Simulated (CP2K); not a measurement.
The system is Ta3AsAu2O13.

```
CELL_PARAMETERS angstrom
7.33522 0.00000 0.00000
-0.15806 7.33352 0.00000
-0.15806 -0.16150 7.33174
ATOMIC_POSITIONS crystal
Ta 0.23108 0.57229 0.23108
Ta 0.23108 0.23108 0.57229
Ta 0.57229 0.23108 0.23108
As 0.55878 0.55878 0.55878
Au 0.96559 0.96559 0.96559
Au 0.75105 0.75105 0.75105
O 0.40884 0.66762 0.40884
O 0.40884 0.40884 0.66762
O 0.66762 0.40884 0.40884
O 0.49726 0.01313 0.36024
O 0.36024 0.49726 0.01313
O 0.01313 0.36024 0.49726
O 0.36024 0.01313 0.49726
O 0.01313 0.49726 0.36024
O 0.49726 0.36024 0.01313
O 0.10963 0.74806 0.10963
O 0.10963 0.10963 0.74806
O 0.74806 0.10963 0.10963
O 0.30840 0.30840 0.30840
```

The cell was built by a generator and needn't be a form met in nature.

Base run:

```yaml
Program: CP2K 2026.2
Functional: PBE
Potentials_or_basis: GTH_POTENTIALS Ta GTH-PBE-q13, As GTH-PBE-q5, Au GTH-PBE-q11, O GTH-PBE-q6; DZVP-MOLOPT-SR-GTH basis
Density_cutoff: 8163 eV
k_mesh: 3 × 3 × 3
Occupations: fermi-dirac, width 0.05 eV
Spin: no spin polarisation
```

Its results: band gap on the k mesh 1.09 eV, indirect (least direct gap 1.10 eV); pressure -0.4 GPa; largest force 0.803 eV/Å.

**Question.** The run is repeated on the same cell with these changes: dispersion from none to D3(BJ). What comes out?

**Answer.** Band gap on the k mesh 1.09 eV, indirect (least direct gap 1.10 eV); pressure -1.4 GPa; largest force 0.824 eV/Å.

Dispersion adds attraction, which lowers the pressure at fixed volume and, as a term added to the energy, leaves the levels alone.

Caveats: spin-orbit coupling is left out, which moves the levels of the heavy elements; an odd mesh through Γ misses points on the zone boundary, where band edges often lie; the basis of atomic orbitals isn't converged, which shifts pressures, moduli and gaps.
